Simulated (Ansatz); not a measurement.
# PdPt: a single-point run

Aim: a sound single-point run of PdPt. The structure is shown as the input types it.

Computed with Ansatz 0.2.0 (DFT, LDA, norm-conserving pseudopotentials, Ansatz's default files, scalar-relativistic (as first typed), unless a step's input says otherwise).

5 further runs of the same task are left out: 5 that didn't finish.

## (1) The structure to begin with

The structure is monoclinic, space group Cm (No. 8). The conventional cell has a = 4.792 Å, b = 2.767 Å, c = 4.832 Å, α = 90.00°, β = 109.30°, γ = 90.00°. Around Pd (site symmetry m) lie 1 Pt at 1.61 Å. Pt (site symmetry m) is surrounded by 1 Pd at 1.61 Å.

Structure file:

```
Pd Pt
1.0
     1.38340    0.79871    4.56037
    -1.38340    0.79871    4.56037
     0.00000   -1.59741    4.56037
Pd Pt
1 1
Cartesian
  0.0000 -0.3355 -0.4788
  0.0000 0.3355 7.3194
```

## (2) The run

input.yaml

```yaml
crystal:
  lattice:
    - [1.3834012978, 0.7987071117, 4.5603668681]
    - [-1.3834012978, 0.7987071117, 4.5603668681]
    - [0.0, -1.5974142234, 4.5603668681]
  atoms:
    - { symbol: Pd, position: [-0.105, -0.105, 0.105] }
    - { symbol: Pt, position: [0.605, 0.605, 0.395] }
kpoints:
  mp_grid: { grid: [13, 13, 13] }
scf:
  occupations: { method: fermi_dirac, width: 0.05 }
hamiltonian:
  xc: lda
  pseudopotentials: { kind: nc }
output:
  forces: true
  stress: true
  eigenvalues: true
  efg: { contact_densities: true }
  populations: true
```

Run with:

```bash
> ansatz run input.yaml --threads 1 --pin off --max-ram 2048MiB --backend cpu --events-out ev --progress --plain --runs-dir out
```

What happens when this is run?

Nothing was computed: the input was turned down at the start. It says: «output.efg without hamiltonian.pseudopotentials.kind: paw|paw_fr|all_electron or hamiltonian.pseudopotentials.kind: all_electron — the all-electron EFG reconstruction needs the PAW one-centre densities; drop the efg request ...»

In the input, hamiltonian.pseudopotentials.kind is nc. What was asked isn't available in this combination.

What to do: set hamiltonian.pseudopotentials.kind to paw.
